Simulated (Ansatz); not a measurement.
# CrSSe: the cell at several levels of theory

An exercise on one series of results from a longer session: the logs are not shown, and one member is left open.

Code: Ansatz 0.2.0. PAW datasets, plane waves, zero pressure. Note: simulated data, non-magnetic, for a generated structure that need not be the stable one.

1 further run of the same task is left out (for a known fault of the program). Runs told in other sessions of the task aren't counted.

## The system as given

In-plane lattice: a = 3.307 Å, b = 3.307 Å, γ = 120.0°; thickness between the outer nuclei 3.23 Å. Near Cr stand 3 S at 2.50 Å and 3 Se at 2.50 Å; near S stand 3 Cr at 2.50 Å; near Se stand 3 Cr at 2.50 Å.

The structure in full:

```
Cr S Se
1.0
     3.30695    0.00000    0.00000
    -1.65348    2.86390    0.00000
     0.00000    0.00000   18.00000
Cr S Se
1 1 1
Cartesian
  0.0000 1.9093 9.0000
  1.6535 0.9546 10.6144
  1.6535 0.9546 7.3856
```
Periodic in the plane only; c spans the vacuum.

The first run:

input.yaml reads:

```yaml
crystal:
  lattice:
    - [3.306951095, 0.0, 0.0]
    - [-1.6534755475, 2.8639036573, 0.0]
    - [0.0, 0.0, 18.0]
  atoms:
    - { symbol: Cr, position: [0.3333333333, 0.6666666667, 0.5] }
    - { symbol: S, position: [0.6666666667, 0.3333333333, 0.5896898372] }
    - { symbol: Se, position: [0.6666666667, 0.3333333333, 0.4103101628] }
  periodic: [true, true, false]
kpoints:
  mp_grid: { grid: [12, 12, 1] }
hamiltonian:
  xc: pbe
scf:
  occupations: { method: fermi_dirac, width: 0.02 }
relax:
  f_tol: 0.005
  cell: {}
```

The run is started by

```sh
$ ansatz run input.yaml --threads 4 --pin off --max-ram 5529MiB --backend cpu --events-out ev --progress --plain --runs-dir out
```

Steps of the session up to this table: PBE: cell and atoms; r2SCAN: cell and atoms; Relaxation with PBEsol; Relaxation with LDA; Relaxing with HSE06.

One of the session's tables, all rows but one given; the rest of the session is left out.

```
 level  a (Å)  area (Å²/atom)
   PBE  3.126           2.822
r2SCAN  3.125           2.818
PBEsol      ?               ?
   LDA  3.045           2.676
 HSE06  3.075           2.730
```

**Question.** Estimate the row for PBEsol.

The run gave: a (Å): 3.072; area (Å²/atom): 2.724. In the column «a (Å)» it lies between LDA (3.045) and HSE06 (3.075).

In words: The first relaxation changed the area by -10.6 % from the start. LDA gives the smallest cell and PBE the largest; they differ by 5.4 % in area, a mean of 2.7 % in length. The meshes differ: PBE 12×12×1, r2SCAN 12×12×1, PBEsol 12×12×1, LDA 12×12×1, HSE06 6×6×1.

To keep in mind: Warnings in the runs' records: xc potential rough in thin density, slab cell height set.
